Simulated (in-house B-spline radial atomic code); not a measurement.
# Zn⁺: excited configurations

Wanted: excitation energies of Zn⁺ as differences of total energies (ΔSCF).

Method: non-relativistic wB97X, spin-polarised, spherical density, exact exchange averaged over the configuration, point nucleus, basis-set limit. Code: in-house B-spline radial atomic code version 1.

## 1. What is computed

* element: zinc (Z = 30)
* charge: +1
* electrons: 29
* configuration: [Ar] 3d10 4s1
* Hamiltonian: non-relativistic
* nucleus: point

Outer shells as boxes (Hund's rule):

[Ar] 3d10 4s1
```
[Ar] core
3d [↑↓][↑↓][↑↓][↑↓][↑↓]
4s [↑ ]
```

Where spins are not typed, each open shell is filled with up spins first.

## 2. The base configuration

Settings of the run:

```ini
Z = 30
electrons = 29.0
configuration = [Ar] 3d10 4s1
hamiltonian = nr
method = wb97x
spin_polarised = True
exact_exchange = averaged over the configuration
```

Launch:

```console
> python run_scf.py task.json out
```

The settings of every run stand in task.json; they run in order.

## 3. [Ar] 3d9 4s1 5s1

The settings differ from step 2 so:

```diff
@@ -2,3 +2,3 @@
 electrons = 29.0
-configuration = [Ar] 3d10 4s1
+configuration = [Ar] 3d9 4s1 5s1
 hamiltonian = nr
```

## 4. [Ne] 3s2 3p5 3d10 4s2

The settings differ from step 3 so:

```diff
@@ -2,3 +2,3 @@
 electrons = 29.0
-configuration = [Ar] 3d9 4s1 5s1
+configuration = [Ne] 3s2 3p5 3d10 4s2
 hamiltonian = nr
```

## 5. Run with [Ar] 3d10 5d1

The settings differ from step 4 so:

```diff
@@ -2,3 +2,3 @@
 electrons = 29.0
-configuration = [Ne] 3s2 3p5 3d10 4s2
+configuration = [Ar] 3d10 5d1
 hamiltonian = nr
```

## 6. [Ar] 3d10 4f1

The settings differ from step 5 so:

```diff
@@ -2,3 +2,3 @@
 electrons = 29.0
-configuration = [Ar] 3d10 5d1
+configuration = [Ar] 3d10 4f1
 hamiltonian = nr
```

## 7. Configuration [Ar] 3d9 4s1 4f1

The settings differ from step 6 so:

```diff
@@ -2,3 +2,3 @@
 electrons = 29.0
-configuration = [Ar] 3d10 4f1
+configuration = [Ar] 3d9 4s1 4f1
 hamiltonian = nr
```

## 8. Configuration [Ar] 3d9 4s2

The settings differ from step 7 so:

```diff
@@ -2,3 +2,3 @@
 electrons = 29.0
-configuration = [Ar] 3d9 4s1 4f1
+configuration = [Ar] 3d9 4s2
 hamiltonian = nr
```

Before running: How far above the reference does each configuration lie (order and size, in eV)?

As calculated:

| net move | configuration | 2|M_S|+1 | energy above the reference (eV) | largest <r> (bohr) |
| --- | --- | --- | --- | --- |
| 3d → 4s | [Ar] 3d9 4s2 | 2 | 8.257 | 2.32 |
| 4s → 4f | [Ar] 3d10 4f1 | 2 | 14.169 | 8.92 |
| 4s → 5d | [Ar] 3d10 5d1 | 2 | 14.333 | 10.9 |
| 3d → 5s | [Ar] 3d9 4s1 5s1 | 4 | 20.557 | 5.63 |
| 3d → 4f | [Ar] 3d9 4s1 4f1 | 4 | 24.589 | 8.89 |
| 3p → 4s | [Ne] 3s2 3p5 3d10 4s2 | 2 | 82.494 | 2.31 |

The energies run from 8.257 eV (3d → 4s) to 82.494 eV (3p → 4s). 1 of them lies more than 60 % above minus the reference's highest level (17.024 eV), in the range where a state can decay by emitting an electron. The reference has 2|M_S|+1 = 2; 2 of the configurations differ from it in spin. These are spherical averages at the typed spins, not spectroscopic levels.

Members of this set that are not shown: 1 did not converge.
